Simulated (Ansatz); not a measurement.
# PtTe: the cost of one run

Computed with Ansatz 0.2.0 (DFT PBEsol+U (U_eff = 6 eV on Pt d), plane waves, PAW, no spin–orbit coupling unless a run says so, unless a step's input says otherwise).

## (1) The starting structure

Symmetry: P6_3/mmc, No. 194, hexagonal system. Conventional cell: a = 4.111 Å, b = 4.111 Å, c = 5.446 Å, α = 90.00°, β = 90.00°, γ = 120.00°. Te (site symmetry -6m2) has 6 Pt at 2.74 Å as nearest neighbours. Pt (site symmetry -3m) is surrounded by 2 Pt at 2.72 Å and 6 Te at 2.74 Å.

Structure file:

```cif
data_structure
_symmetry_space_group_name_H-M 'P 1'
_symmetry_Int_Tables_number 1
_cell_length_a 4.1110
_cell_length_b 4.1110
_cell_length_c 5.4460
_cell_angle_alpha 90.000
_cell_angle_beta 90.000
_cell_angle_gamma 120.000
_cell_volume 79.71
loop_
_atom_site_label
_atom_site_type_symbol
_atom_site_fract_x
_atom_site_fract_y
_atom_site_fract_z
_atom_site_occupancy
Te1 Te 0.33333 0.66667 0.25000 1
Te2 Te 0.66667 0.33333 0.75000 1
Pt1 Pt 0.00000 0.00000 0.00000 1
Pt2 Pt 0.00000 0.00000 0.50000 1
```

An earlier series on this cell reached its lowest free state from «ferromagnetic start, free, natural orbitals of the symmetric run filled by rank», perhaps among other starts (it ended without moments).

## (2) Site moments held (series factor 0.8; the input gives the size)

Contents of input.yaml:

```yaml
crystal:
  lattice:
    - [4.11099924, 0.0, 0.0]
    - [-2.05549962, 3.56022978, 0.0]
    - [0.0, 0.0, 5.44599925]
  atoms:
    - { symbol: Te, position: [0.3333333333, 0.6666666667, 0.25] }
    - { symbol: Te, position: [0.6666666667, 0.3333333333, 0.75] }
    - { symbol: Pt, position: [0.0, 0.0, 0.0], spin: 1.6 }
    - { symbol: Pt, position: [0.0, 0.0, 0.5], spin: 1.6 }
basis:
  ecutwfc: 420
  ecutrho_ratio: 4
kpoints:
  mp_grid: { grid: [5, 5, 4] }
hamiltonian:
  xc: pbesol
  hubbard:
    sites:
      - { site: 2, l: d, u_eff: 6.0, starting_ns: [{ spin: up, occupation_matrix: s2up }, { spin: down, occupation_matrix: s2down }] }
      - { site: 3, l: d, u_eff: 6.0, starting_ns: [{ spin: up, occupation_matrix: s3up }, { spin: down, occupation_matrix: s3down }] }
    occupation_matrices:
      s2up:
        matrix:
          - [0.97, 0.0, 0.0, 0.0, 0.0]
          - [0.0, 0.97, 0.0, 0.0, 0.0]
          - [0.0, 0.0, 0.97, 0.0, 0.0]
          - [0.0, 0.0, 0.0, 0.97, 0.0]
          - [0.0, 0.0, 0.0, 0.0, 0.97]
      s2down:
        matrix:
          - [0.97, 0.0, 0.0, 0.0, 0.0]
          - [0.0, 0.49231, 0.0, 0.0, -0.47499]
          - [0.0, 0.0, 0.49299, -0.475, 0.0]
          - [0.0, 0.0, -0.475, 0.49701, 0.0]
          - [0.0, -0.47499, 0.0, 0.0, 0.49769]
      s3up:
        matrix:
          - [0.97, 0.0, 0.0, 0.0, 0.0]
          - [0.0, 0.97, 0.0, 0.0, 0.0]
          - [0.0, 0.0, 0.97, 0.0, 0.0]
          - [0.0, 0.0, 0.0, 0.97, 0.0]
          - [0.0, 0.0, 0.0, 0.0, 0.97]
      s3down:
        matrix:
          - [0.97, 0.0, 0.0, 0.0, 0.0]
          - [0.0, 0.49231, 0.0, 0.0, 0.47499]
          - [0.0, 0.0, 0.49299, 0.475, 0.0]
          - [0.0, 0.0, 0.475, 0.49701, 0.0]
          - [0.0, 0.47499, 0.0, 0.0, 0.49769]
    ns_hold: { iters: 8 }
scf:
  occupations: { method: gaussian, width: 0.05 }
  lower_state_search: "off"
  max_iter: 150
output:
  forces: true
  stress: true
  eigenvalues: true
  populations: true
  hubbard: { sites: [{ site: 2, l: d }, { site: 3, l: d }] }
magnetization:
  spin_polarized: true
  spin_locking: { lock_spins: true }
```

The typed matrices put 0.97 on the chosen orbitals and 0.02 on the others, and are held for 8 cycles. The lock stays on to the end, so the result is a constrained state.

Started as:

```console
$ ansatz run input.yaml --threads 2 --pin off --max-ram 3072MiB --backend cpu --events-out ev --progress --plain --runs-dir out
```

**Question.** How long does this run take on 2 threads of Intel Xeon Platinum 8488C (Sapphire Rapids), shared host, and how much memory does it need?

About 19 s, with a peak of 0.56 GiB.
